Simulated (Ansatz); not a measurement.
# ZrSi3O8: the cost of one run

Method: DFT PBE, scalar-relativistic, plane waves, PAW, in Ansatz 0.2.0.

1 further run of the same task is left out (set aside as unsound or not needed). Runs told in other sessions of the task aren't counted.

## Step 1: The structure to begin with

Symmetry: C2, No. 5, monoclinic system. The conventional cell has a = 7.526 Å, b = 7.662 Å, c = 7.616 Å, α = 90.00°, β = 90.03°, γ = 90.00°. Zr (site symmetry 2) has 4 O at 1.95 to 1.96 Å in its first shell of neighbours. Si (site symmetry 1) is surrounded by 4 O at 1.63 to 1.64 Å. Si (site symmetry 2) has 4 O at 1.63 Å in its first shell of neighbours. O (site symmetry 1) has 2 Si at 1.63 Å in its first shell of neighbours. Around O (site symmetry 1) lie 1 Si at 1.64 Å and 1 Zr at 1.95 Å. Around O (site symmetry 1) lie 1 Si at 1.63 Å and 1 Zr at 1.96 Å.

Coordinates:

```xyz
12
Lattice="3.7632 -3.8309 -0.0003 3.7632 3.8309 -0.0003 -0.0039 0.0000 7.6156" Properties=species:S:1:pos:R:3 pbc="T T T"
Zr    3.7632    0.1541   -0.0003
Si    5.4584   -1.9120    5.5616
Si    2.0641   -1.9120    2.0534
Si    3.7613    3.6542    3.8075
O     1.0584    0.7579    4.6134
O     5.2281    1.2490    0.6870
O     2.2945    1.2490    6.9280
O     6.4641    0.7579    3.0016
O     2.9219    2.6877    4.8101
O     3.2083   -0.8544    1.5890
O     4.3143   -0.8544    6.0260
O     4.6006    2.6877    2.8049
```

It is the end of an earlier relaxation with the same method, from a generated guess; it is a trial structure. At a tolerance of 0.02 Å it has space group C2 (No. 5); it has 18.30 Å³/atom, an uncorrected energy of -2.87 eV/atom over the elements.

## Step 2: Static run: bands, density of states and charges

input.yaml

```yaml
crystal:
  lattice:
    - [3.7632118877, -3.8309161048, -0.0003043822]
    - [3.7632118877, 3.8309161048, -0.0003043822]
    - [-0.0038859409, 0.0, 7.6155906323]
  atoms:
    - { symbol: Zr, position: [0.4798894951, 0.5201105049, 0.0] }
    - { symbol: Si, position: [0.9751639082, 0.4760642587, 0.7303488775] }
    - { symbol: Si, position: [0.5239357413, 0.0248360918, 0.2696511225] }
    - { symbol: Si, position: [0.0230690504, 0.9769309496, 0.5] }
    - { symbol: O, position: [0.0420240498, 0.2398605982, 0.60579032] }
    - { symbol: O, position: [0.5316661736, 0.8576887329, 0.0902641357] }
    - { symbol: O, position: [0.1423112671, 0.4683338264, 0.9097358643] }
    - { symbol: O, position: [0.7601394018, 0.9579759502, 0.39420968] }
    - { symbol: O, position: [0.0377575338, 0.739335556, 0.6316425738] }
    - { symbol: O, position: [0.5378912653, 0.314863212, 0.2086817257] }
    - { symbol: O, position: [0.685136788, 0.4621087347, 0.7913182743] }
    - { symbol: O, position: [0.260664444, 0.9622424662, 0.3683574262] }
basis:
  ecutwfc: 420
kpoints:
  mp_grid: { grid: [4, 4, 4] }
  band_path:
    path:
      - [[0.0, 0.0, 0.0], [-0.5, 0.5, 0.0], [-0.5, 0.5, 0.5], [0.0, 0.0, 0.5], [0.0, 0.0, 0.0]]
      - [[-0.5, 0.0, 0.5], [0.0, 0.0, 0.0], [-0.5, 0.0, 0.0]]
    npoints: 10
hamiltonian:
  xc: pbe
scf:
  occupations: { method: gaussian, width: 0.02 }
  n_extra_bands: 30
output:
  forces: true
  stress: true
  eigenvalues: true
  populations: true
  dos: { projected: true, de: 0.02, nscf_kmesh: { grid: [6, 6, 6] } }
  bader: false
  write_density: true
  write_potential: true
  elf: true
  volumetric_format: npy
```

The run is started by

```
ansatz run input.yaml --threads 4 --pin off --max-ram 8192MiB --backend cpu --events-out ev --progress --plain --runs-dir out
```

Q: Estimate wall time and peak memory on 4 threads of Intel Xeon 6975P-C (Granite Rapids), shared host.

About 22 s, with a peak of 1.1 GiB.
